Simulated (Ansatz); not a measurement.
# C₂H₄Cl₂OSi: vertical ionisation energy

How much energy removes an electron from C₂H₄Cl₂OSi at fixed geometry? The cation is run at each level and the neutral's energy taken from earlier runs.

Method: unrestricted cation, the program's frozen cores in correlated methods; program: Ansatz 0.2.0, Gaussian basis.

The runs, in order: UKS PBE-D4/def2-TZVPP; UKS r2SCAN-D4/def2-TZVPP; UKS PBE0-D4/def2-TZVPP; UKS B3LYP-D4/def2-TZVPP; UKS wB97X-V/def2-TZVPP; UKS wB97M-V/def2-TZVPP; UKS B2PLYP/def2-TZVPP; UHF-CCSD(T)/def2-TZVPP; UHF-MP2/def2-QZVPP; extrapolation to the limit; then −ε(HOMO) from the neutral's earlier runs with LDA (SPW92), PBE-D4, revPBE-D4, BLYP-D4, r2SCAN-D4, B97M-V, PBE0-D4, B3LYP-D4, r2SCANh-D4, r2SCAN0-D4, HSE06-D4, BHLYP-D4, CAM-B3LYP-D4, LC-ωPBE, ωB97X-V, ωB97M-V.

**1. Structure used throughout**

The geometry comes from an earlier relaxation with PBE0-D4 in a triple-zeta def2 set; it is a stationary point, not always the lowest conformer.

SMILES `C=C[Si](O)(Cl)Cl`, 10 atoms, charge 0, spin multiplicity 1.

Atoms are counted from 1 here; the program's logs count them from 0.

Bond lengths: C1–C2 1.330 Å, C1–H7 1.086 Å, C1–H8 1.085 Å, C2–Si3 1.833 Å, C2–H9 1.087 Å, Si3–O4 1.625 Å, Si3–Cl5 2.049 Å, Si3–Cl6 2.049 Å, O4–H10 0.959 Å. Angles: C2–C1–H7 121.7°, C2–C1–H8 121.6°, H7–C1–H8 116.6°, C1–C2–Si3 122.2°, C1–C2–H9 119.5°, Si3–C2–H9 118.2°, C2–Si3–O4 108.2°, C2–Si3–Cl5 110.8°, C2–Si3–Cl6 110.8°, O4–Si3–Cl5 110.5°, O4–Si3–Cl6 110.5°, Cl5–Si3–Cl6 106.0°, Si3–O4–H10 118.7°.

Coordinates:

```xyz
10

C     0.15581   -1.12849    1.35979
C    -0.53301   -0.09401    0.88682
Si   -0.14946    0.67893   -0.73040
O     1.10692   -0.11540   -1.38721
Cl   -1.77444    0.60701   -1.97615
Cl    0.29712    2.66524   -0.50078
H    -0.07842   -1.58042    2.31915
H     0.98110   -1.56377    0.80563
H    -1.35386    0.31543    1.47079
H     1.43143    0.16418   -2.24476
```

**2. Cation, UKS PBE-D4/def2-TZVPP**

File in.yaml:

```yaml
crystal:
  periodic: [false, false, false]
  atoms:
    - {symbol: C, position_ang: [0.155811, -1.128492, 1.359794]}
    - {symbol: C, position_ang: [-0.533007, -0.094006, 0.886824]}
    - {symbol: Si, position_ang: [-0.149456, 0.678934, -0.730395]}
    - {symbol: O, position_ang: [1.106919, -0.115405, -1.387211]}
    - {symbol: Cl, position_ang: [-1.774437, 0.607012, -1.976149]}
    - {symbol: Cl, position_ang: [0.297118, 2.665243, -0.500778]}
    - {symbol: H, position_ang: [-0.078422, -1.580424, 2.319151]}
    - {symbol: H, position_ang: [0.981099, -1.563774, 0.805635]}
    - {symbol: H, position_ang: [-1.353857, 0.315428, 1.470785]}
    - {symbol: H, position_ang: [1.431433, 0.164185, -2.244755]}
basis:
  gaussian: {orbitals: def2-TZVPP}
total_charge: 1
magnetization: {spin_polarized: true, initial_magnetization: 1}
hamiltonian: {xc: pbe, dispersion: d4}
```

Command:

```console
$ ansatz run in.yaml --threads 2 --pin off --events-out ev --progress --plain --max-ram 32768MiB --backend cuda --devices 0, --max-vram 18GiB
```

Further steps of the session: Cation, UKS r2SCAN-D4/def2-TZVPP; Cation, UKS PBE0-D4/def2-TZVPP; Cation, UKS B3LYP-D4/def2-TZVPP; Cation, UKS wB97X-V/def2-TZVPP; Cation, UKS wB97M-V/def2-TZVPP; Cation, UKS B2PLYP (frozen core)/def2-TZVPP; Cation, UHF-CCSD(T)/def2-TZVPP; Cation, UHF-MP2/def2-QZVPP.

Q: Predict the results of all the runs planned. Wanted: ionisation energy, CCSD(T)/CBS; nearest functional by difference; nearest −ε(HOMO); −ε(HOMO) of PBE; T1 of the cation.

**Answer**, as computed:

| quantity | value |
| --- | --- |
| ionisation energy, CCSD(T)/CBS | 10.90 eV |
| nearest functional by difference | ωB97X-V (-0.27 eV) |
| nearest −ε(HOMO) | ωB97X-V (-0.15 eV) |
| −ε(HOMO) of PBE | 7.21 eV |
| T1 of the cation | 0.021 |

In words: Energy differences with functionals land within 0.90 eV of the reference. The PBE orbital energy is 3.7 eV too small: a semilocal HOMO is no ionisation energy. Among orbital estimates ωB97X-V comes nearest. Hartree-Fock falls 1.67 eV short, as the neutral has more correlation energy than the cation.
